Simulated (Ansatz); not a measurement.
# GeW (Fm-3m) in Ansatz: a series of runs, part 2 of 3

Ansatz 0.2.0. The steps go on from the part before.

### Step 4. Band structure, PBE

The input, input.yaml:

```yaml
crystal:
  lattice:
    - [0.0, 2.57761, 2.57761]
    - [2.57761, 0.0, 2.57761]
    - [2.57761, 2.57761, 0.0]
  atoms:
    - { symbol: Ge, position: [0.5, 0.5, 0.5] }
    - { symbol: W, position: [0.0, 0.0, 0.0] }
hamiltonian:
  xc: pbe
  pseudopotentials: { kind: nc, accuracy: standard }
kpoints:
  mp_grid: { grid: [9, 9, 9] }
  band_path:
    path:
      - [[0.0, 0.0, 0.0], [0.5, 0.0, 0.5], [0.5, 0.25, 0.75], [0.375, 0.375, 0.75], [0.0, 0.0, 0.0], [0.5, 0.5, 0.5], [0.625, 0.25, 0.625], [0.5, 0.25, 0.75], [0.5, 0.5, 0.5], [0.375, 0.375, 0.75]]
      - [[0.625, 0.25, 0.625], [0.5, 0.0, 0.5]]
    npoints: 14
scf:
  occupations: { method: fermi_dirac, width: 0.05 }
  n_extra_bands: 6
output:
  forces: true
  stress: true
  eigenvalues: true
  fatbands: true
```

Potentials or basis: PseudoDojo standard (PBE files).

The run is started by

```console
> ansatz run input.yaml --threads 2 --pin off --max-ram 5632MiB --backend cpu --events-out ev --progress --plain --runs-dir out
```

Log:

```text
Warning: RAYON_NUM_THREADS=2 ignored (pool sized by the plan → 2); use --threads N
scf.n_extra_bands = 6 over 14 filled bands (N_el = 28.0): the run solves 20 bands
Engine: ansatz 0.2.0, aarch64-unknown-linux-gnu
Pseudopotentials: kind: nc
Pseudopotential: Ge, nc, valence charge 14, recommended cutoff 1061.244064 eV (normal), Ge.nc.azcp (PseudoDojo's, or run here from an input of PseudoDojo's; its table is named by hamiltonian.pseudopotentials.accuracy)
Pseudopotential: W, nc, valence charge 14, recommended cutoff 1006.821291 eV (normal), W.nc.azcp (PseudoDojo's, or run here from an input of PseudoDojo's; its table is named by hamiltonian.pseudopotentials.accuracy)
Functional definition: PBE
  parameter kappa = 0.804
  parameter beta = 0.06672455060314922
  exchange = pbe_x(kappa = kappa, mu = beta*pi^2/3)
  correlation = pbe_c(beta = beta)
Crystal: 2 atoms, lattice volume = 34.252 Å³
Basis set: ecut = 1061.244064 eV, 2733 PW (Γ), exchange–correlation on 80×80×80 points (8 copies of the dense FFT grid, shifted against one another)
Bands: 20, of which v1, the nominal top of the filled ones, is band 14 counted from 1 (13 counted from 0)
Symmetry: 48 space group operations
Space group: Fm-3m (ITA 225), of the structure as read, at distance tolerance 3.2e-5 Å
k-points: 35 of 729
Non-local potential: Ge, projectors of the file, l = 0: 2, l = 1: 2, l = 2: 2
Non-local potential: W, projectors of the file, l = 0: 2, l = 1: 2, l = 2: 2, l = 3: 2
Initial density: superposition of atomic densities (chi_scale 0.1, normalization cell, long waves kept (reshape's long-wave potential 0.00 eV rms))
Initial wavefunctions: pseudopotential atomic-orbital guess
Functional: x = pbe(κ = 0.804, μ = 0.2195149727645171), c = pbe(β = 0.06672455060314922)
SCF iter   1: F=—  HF=-4493.325660 eV  |F-HF|=—  |Δ(HF+E_count)|=         —  Δρ=5.58e-2  dr2=1.77e0  ethr=3.10e-3  ⟨swp⟩=5.9  Hψ=3503  notcnv=0
preconditioner: auto → Kerker (q_TF=auto, 2.638 Å⁻¹)  [metal: Δε(μ)=0.053 eV  Ē_g=19.703 eV  σ=0.050 eV  W_gap=0.26  n_scr=14 (ndim 8)  ℏωp=28.4 eV  f_vac=0.000  D(μ)=2.30/eV (n_scr^D=26)]
SCF iter   2: F=—  HF=-4492.921501 eV  |F-HF|=—  |Δ(HF+E_count)|=   4.04e-1  Δρ=2.44e-2  dr2=2.99e-1  ethr=3.10e-3  ⟨swp⟩=2.1  Hψ=1172  notcnv=0  defer=13
SCF iter   3: F=—  HF=-4492.857625 eV  |F-HF|=—  |Δ(HF+E_count)|=   6.39e-2  Δρ=5.32e-3  dr2=3.97e-3  ethr=1.07e-3  ⟨swp⟩=2.8  Hψ=1074  notcnv=0  defer=14
SCF iter   4: F=—  HF=-4492.859316 eV  |F-HF|=—  |Δ(HF+E_count)|=   1.69e-3  Δρ=1.12e-3  dr2=5.61e-4  ethr=1.42e-5  ⟨swp⟩=2.3  Hψ=1290  notcnv=0  defer=13
SCF iter   5: F=—  HF=-4492.859201 eV  |F-HF|=—  |Δ(HF+E_count)|=   1.15e-4  Δρ=1.89e-4  dr2=1.70e-5  ethr=2.00e-6  ⟨swp⟩=2.0  Hψ=837  notcnv=0  defer=13
SCF iter   6: F=—  HF=-4492.859209 eV  |F-HF|=—  |Δ(HF+E_count)|=   8.03e-6  Δρ=3.87e-5  dr2=4.40e-7  ethr=6.07e-8  ⟨swp⟩=2.2  Hψ=1059  notcnv=0  defer=13
SCF iter   7: F=-4492.859209 eV  HF=-4492.859209 eV  |F-HF|=3.74e-8  |Δ(HF+E_count)|=   4.81e-8  Δρ=1.03e-5  dr2=4.77e-8  ethr=3.57e-10  ⟨swp⟩=9.7  Hψ=3869  notcnv=0
SCF 1 converged in 7 iterations: F = -4492.859209 eV  dr2 = 4.77e-8
NSCF: frozen V_eff on 142 k-points
SCF converged after 7 iterations
Free energy (F): -4492.859209 eV
Harris-Foulkes:  -4492.859209 eV  (|F-HF|=3.74e-8)
Internal energy: -4492.835309 eV  (E = F + TS)
E sigma→0 (E₀):  -4492.847259 eV
Entropy (-TS):   -0.023901 eV (-11.950 meV/atom)
Fermi energy:    17.225956 eV
--- Per-component energies (eV) ---
  E_band       = -187.423079
  E_kinetic    = 2380.185225
  E_local      = -2640.284586  (includes V_loc(G=0)·N_el)
  E_nonlocal   = -941.544299
  E_hartree    = 860.724790
  E_xc         = -1045.243491
  E_vxc        = -707.224588  (∫ρ·V_xc dr)
  E_ewald      = -3106.672946
  E_smearing   = -0.023901  (= −TS)
  E_closure    = -0.000000  (closes the sum)
  Σ components = -4492.859209   (vs F -4492.859209, Δ=0.00e0)
--- Forces (eV/Å), atoms counted from 1 ---
  atom   1  Ge     0.00000000    -0.00000000    -0.00000000
  atom   2  W     -0.00000000     0.00000000    -0.00000000
  max |Σ_I F_I| component: 1.24e-27 eV/Å
--- Stress (GPa, compression-positive) ---
        0.466382       0.000000       0.000000
        0.000000       0.466382      -0.000000
        0.000000      -0.000000       0.466382
  P = ⅓ Tr σ = 0.4664 GPa (4.664 kbar)
--- Band table (eV; the first three rows and the last of 35) ---
  k-point 0: bands = ["-57.2973", "-21.4742", "-21.4742", "-21.4742", "-7.3207", "-7.3207", "-7.2522", "-7.2522", "-7.2522", "4.8933", "15.6144", "15.6144", "15.6144", "16.3486", "16.3486", "19.6549", "19.6549", "19.6549", "24.7571", "25.4594"]
  k-point 1: bands = ["-57.2970", "-21.4862", "-21.4763", "-21.4763", "-7.3164", "-7.3164", "-7.2511", "-7.2504", "-7.2504", "5.1348", "15.1613", "15.4986", "15.4986", "16.0539", "16.0539", "19.0781", "20.5157", "20.5157", "25.7242", "25.8901"]
  k-point 2: bands = ["-57.2960", "-21.5164", "-21.4818", "-21.4818", "-7.3055", "-7.3055", "-7.2483", "-7.2456", "-7.2456", "5.8369", "13.8910", "14.6641", "14.6641", "16.4268", "16.4268", "18.4106", "22.2382", "22.2382", "25.3056", "27.7277"]
  k-point 34: bands = ["-57.2932", "-21.5444", "-21.5319", "-21.5130", "-7.3130", "-7.2906", "-7.2459", "-7.2396", "-7.2271", "8.1195", "12.5616", "13.2248", "13.6956", "17.7617", "17.7882", "18.7268", "18.7717", "20.6440", "26.7659", "28.0377"]
```

bands.tsv:

```text
# k_distance	band_0	band_1	band_2	band_3	band_4	band_5	band_6	band_7	band_8	band_9	band_10	band_11	band_12	band_13	band_14	band_15	band_16	band_17	band_18	band_19
# fermi_ev = 17.225956
[... 158 lines left out ...]
7.762163	-74.519148	-38.789669	-38.737738	-38.737040	-24.542368	-24.534900	-24.488566	-24.452517	-24.452466	-9.689609	-4.231415	-3.392252	-0.663689	-0.502803	0.366291	1.169029	1.192415	1.578798	5.657459	11.847487
7.792942	-74.519149	-38.789914	-38.737304	-38.737129	-24.542492	-24.535167	-24.488771	-24.452429	-24.452417	-9.699005	-4.231204	-3.378831	-0.499759	-0.442134	0.183522	1.176130	1.181984	1.521877	5.622664	11.876183
7.823722	-74.519149	-38.789997	-38.737159	-38.737159	-24.542534	-24.535256	-24.488840	-24.452400	-24.452400	-9.702147	-4.231128	-3.374496	-0.420421	-0.420421	0.097904	1.178500	1.178500	1.501514	5.611072	11.885840
```

fatbands.tsv:

```text
# ik	k_distance	band	e_minus_ef	ge0_l0_4S	ge0_l1_4P	ge0_l2_3D	w1_l0_5S	w1_l0_6S	w1_l1_5P	w1_l2_5D
# fermi_ev = 17.225956
# lock_threshold_ev = 1e-12
# [0, 0, 0] at k_distance = 0.000000
# [0.5, 0, 0.5] at k_distance = 1.218801
# [0.5, 0.25, 0.75] at k_distance = 1.828201
# [0.375, 0.375, 0.75] at k_distance = 2.259112
# [0, 0, 0] at k_distance = 3.551845
# [0.5, 0.5, 0.5] at k_distance = 4.607358
# [0.625, 0.25, 0.625] at k_distance = 5.353717
# [0.5, 0.25, 0.75] at k_distance = 5.784629
# [0.5, 0.5, 0.5] at k_distance = 6.646451
# [0.375, 0.375, 0.75] at k_distance = 7.392811
# [0.625, 0.25, 0.625] at k_distance = 7.392811
# [0.5, 0, 0.5] at k_distance = 7.823722
# jumps = 127
# n_points = 142
0	0.000000	0	-74.523289	0.012002	0.000000	0.000000	0.979760	0.008237	0.000000	0.000000
0	0.000000	1	-38.700109	0.000000	0.006443	0.000000	0.000000	0.000000	0.993515	0.000000
0	0.000000	2	-38.700109	0.000000	0.006443	0.000000	0.000000	0.000000	0.993515	0.000000
0	0.000000	3	-38.700109	0.000000	0.006443	0.000000	0.000000	0.000000	0.993515	0.000000
0	0.000000	4	-24.546689	0.000000	0.000000	0.993694	0.000000	0.000000	0.000000	0.006271
0	0.000000	5	-24.546689	0.000000	0.000000	0.993694	0.000000	0.000000	0.000000	0.006271
[... 2263 lines left out ...]
113	6.699762	9	-8.702783	0.962349	0.001142	0.000239	0.000000	0.000000	0.016226	0.005409
113	6.699762	10	-6.995362	0.000000	0.521599	0.000017	0.024910	0.198310	0.000140	0.252517
113	6.699762	11	-3.736371	0.000797	0.302026	0.000014	0.000000	0.000000	0.000
```

Wall time 8.9 s (2 threads of Arm Neoverse V1, shared host); peak memory 0.4 GiB.

What came out:

| Item | Value |
| --- | --- |
| Free energy | -4492.8592 eV |
| Pressure | 0.5 GPa |
| Band gap on the k mesh | none (metal or under the smearing width) |

Levels at the corners of the path, in eV from the Fermi level:
| point | band 11 | band 12 | band 13 | band 14 | band 15 | band 16 | band 17 | band 18 |
| --- | --- | --- | --- | --- | --- | --- | --- | --- |
| Γ | -1.61 | -1.61 | -1.61 | -0.88 | -0.88 | 2.43 | 2.43 | 2.43 |
| X | -4.23 | -3.37 | -0.42 | -0.42 | 0.10 | 1.18 | 1.18 | 1.50 |
| W | -4.08 | -4.08 | -4.01 | 0.87 | 1.01 | 1.01 | 1.18 | 3.15 |
| K | -4.71 | -4.20 | -2.60 | -0.88 | 0.74 | 1.80 | 2.29 | 3.49 |
| Γ | -1.61 | -1.61 | -1.61 | -0.88 | -0.88 | 2.43 | 2.43 | 2.43 |
| L | -7.01 | -3.73 | -3.73 | 0.51 | 0.51 | 1.24 | 4.60 | 7.54 |
| U | -4.71 | -4.20 | -2.60 | -0.88 | 0.74 | 1.80 | 2.29 | 3.49 |
| W | -4.08 | -4.08 | -4.01 | 0.87 | 1.01 | 1.01 | 1.18 | 3.15 |
| L | -7.01 | -3.73 | -3.73 | 0.51 | 0.51 | 1.24 | 4.60 | 7.54 |
| K | -4.71 | -4.20 | -2.60 | -0.88 | 0.74 | 1.80 | 2.29 | 3.49 |
| U | -4.71 | -4.20 | -2.60 | -0.88 | 0.74 | 1.80 | 2.29 | 3.49 |
| X | -4.23 | -3.37 | -0.42 | -0.42 | 0.10 | 1.18 | 1.18 | 1.50 |

Caveat: spin-orbit coupling is left out, which moves the levels of the heavy elements.

### Step 5. Band structure, PBE

input.yaml: that of step 4 with these lines changed.

```diff
@@ -10,3 +10,3 @@
   xc: pbe
-  pseudopotentials: { kind: nc, accuracy: standard }
+  pseudopotentials: { kind: nc, accuracy: stringent }
 kpoints:
@@ -25,2 +25,6 @@
   eigenvalues: true
-  fatbands: true
+  fatbands: false
+  write_density: true
+  write_potential: true
+  elf: true
+  volumetric_format: npy
```

Potentials or basis: PseudoDojo stringent (PBE files).

The run is started by

```console
> ansatz run input.yaml --threads 2 --pin off --max-ram 5632MiB --backend cpu --events-out ev --progress --plain --runs-dir out
```

Log:

```text
Warning: RAYON_NUM_THREADS=2 ignored (pool sized by the plan → 2); use --threads N
scf.n_extra_bands = 6 over 18 filled bands (N_el = 36.0): the run solves 24 bands
[... 2 set-up lines as earlier in the session ...]
Pseudopotential: Ge, nc, valence charge 22, recommended cutoff 1687.105947 eV (normal), Ge.nc.azcp (PseudoDojo's, or run here from an input of PseudoDojo's; its table is named by hamiltonian.pseudopotentials.accuracy)
[... 6 set-up lines as earlier in the session ...]
Crystal: 2 atoms, lattice volume = 34.252 Å³
Basis set: ecut = 1687.105947 eV, 5329 PW (Γ), exchange–correlation on 100×100×100 points (8 copies of the dense FFT grid, shifted against one another)
Bands: 24, of which v1, the nominal top of the filled ones, is band 18 counted from 1 (17 counted from 0)
[... 2 set-up lines as earlier in the session ...]
k-points: 35 of 729
[... 3 set-up lines as earlier in the session ...]
[... 13 lines left out ...]
SCF converged after 8 iterations
Free energy (F): -9671.857390 eV
Harris-Foulkes:  -9671.857390 eV  (|F-HF|=1.57e-9)
Internal energy: -9671.833495 eV  (E = F + TS)
E sigma→0 (E₀):  -9671.845443 eV
Entropy (-TS):   -0.023896 eV (-11.948 meV/atom)
Fermi energy:    17.736860 eV
--- Per-component energies (eV) ---
  E_band       = -1021.467914
  E_kinetic    = 4202.162717
  E_local      = -9072.200342  (includes V_loc(G=0)·N_el)
  E_nonlocal   = -1623.172470
  E_hartree    = 3314.061262
  E_xc         = -1200.961638
  E_vxc        = -1156.378733  (∫ρ·V_xc dr)
  E_ewald      = -5291.723024
  E_smearing   = -0.023896  (= −TS)
  E_closure    = -0.000000  (closes the sum)
  Σ components = -9671.857390   (vs F -9671.857390, Δ=0.00e0)
--- Forces (eV/Å), atoms counted from 1 ---
  atom   1  Ge     0.00000000    -0.00000000    -0.00000000
  atom   2  W     -0.00000000     0.00000000     0.00000000
  max |Σ_I F_I| component: 1.27e-27 eV/Å
--- Stress (GPa, compression-positive) ---
        0.281584       0.000000      -0.000000
        0.000000       0.281584      -0.000000
        0.000000       0.000000       0.281584
  P = ⅓ Tr σ = 0.2816 GPa (2.816 kbar)
--- Band table (eV; the first three rows and the last of 35) ---
  k-point 0: bands = ["-145.7765", "-92.9173", "-92.9173", "-92.9173", "-56.7858", "-20.9623", "-20.9623", "-20.9623", "-6.7369", "-6.7369", "-6.6747", "-6.6747", "-6.6747", "5.4053", "16.1281", "16.1281", "16.1281", "16.8621", "16.8621", "20.1636", "20.1636", "20.1636", "25.2786", "25.9559"]
  k-point 1: bands = ["-145.7765", "-92.9173", "-92.9173", "-92.9173", "-56.7854", "-20.9743", "-20.9645", "-20.9645", "-6.7325", "-6.7325", "-6.6736", "-6.6728", "-6.6728", "5.6468", "15.6743", "16.0114", "16.0114", "16.5667", "16.5667", "19.5882", "21.0256", "21.0256", "26.2373", "26.3955"]
  k-point 2: bands = ["-145.7765", "-92.9173", "-92.9173", "-92.9173", "-56.7844", "-21.0045", "-20.9700", "-20.9700", "-6.7216", "-6.7216", "-6.6708", "-6.6681", "-6.6681", "6.3489", "14.4033", "15.1754", "15.1754", "16.9388", "16.9388", "18.9215", "22.7495", "22.7495", "25.8153", "28.2357"]
  k-point 34: bands = ["-145.7765", "-92.9173", "-92.9173", "-92.9173", "-56.7817", "-21.0325", "-21.0199", "-21.0012", "-6.7291", "-6.7065", "-6.6684", "-6.6619", "-6.6494", "8.6309", "13.0736", "13.7374", "14.2064", "18.2732", "18.2989", "19.2386", "19.2830", "21.1571", "27.2765", "28.5480"]
```

rho_z.tsv:

```text
# z_ang	rho[e/angstrom^3]
# format = ansatz-planar-average/11
# lattice	0.000000000	2.577610000	2.577610000
# lattice	2.577610000	0.000000000	2.577610000
# lattice	2.577610000	2.577610000	0.000000000
# sites	2
# site	32	2.577610000	2.577610000	2.577610000
# site	74	0.000000000	0.000000000	0.000000000
0.000000	9.281930e-1
0.072906	9.283757e-1
0.145812	9.279214e-1
0.218717	9.238545e-1
0.291623	9.115984e-1
0.364529	8.861732e-1
[... 42 lines left out ...]
3.499479	9.279214e-1
3.572385	9.283757e-1
```

Wall time 14 s (2 threads of Arm Neoverse V1, shared host); peak memory 0.75 GiB.

Results:

```yaml
Free_energy: -9671.8574 eV
Pressure: 0.3 GPa
Band_gap_on_the_k_mesh: none (metal or under the smearing width)
```

Levels at the corners of the path, in eV from the Fermi level:
```csv
point,band 15,band 16,band 17,band 18,band 19,band 20,band 21,band 22
Γ,-1.61,-1.61,-1.61,-0.87,-0.87,2.43,2.43,2.43
X,-4.23,-3.37,-0.42,-0.42,0.10,1.18,1.18,1.50
W,-4.08,-4.08,-4.01,0.87,1.01,1.01,1.18,3.15
K,-4.70,-4.20,-2.60,-0.88,0.74,1.80,2.29,3.49
Γ,-1.61,-1.61,-1.61,-0.87,-0.87,2.43,2.43,2.43
L,-7.01,-3.73,-3.73,0.51,0.51,1.24,4.60,7.55
U,-4.70,-4.20,-2.60,-0.88,0.74,1.80,2.29,3.49
W,-4.08,-4.08,-4.01,0.87,1.01,1.01,1.18,3.15
L,-7.01,-3.73,-3.73,0.51,0.51,1.24,4.60,7.55
K,-4.70,-4.20,-2.60,-0.88,0.74,1.80,2.29,3.49
U,-4.70,-4.20,-2.60,-0.88,0.74,1.80,2.29,3.49
X,-4.23,-3.37,-0.42,-0.42,0.10,1.18,1.18,1.50
```

Caveat: spin-orbit coupling is left out, which moves the levels of the heavy elements.

[end of part 2 of 3]
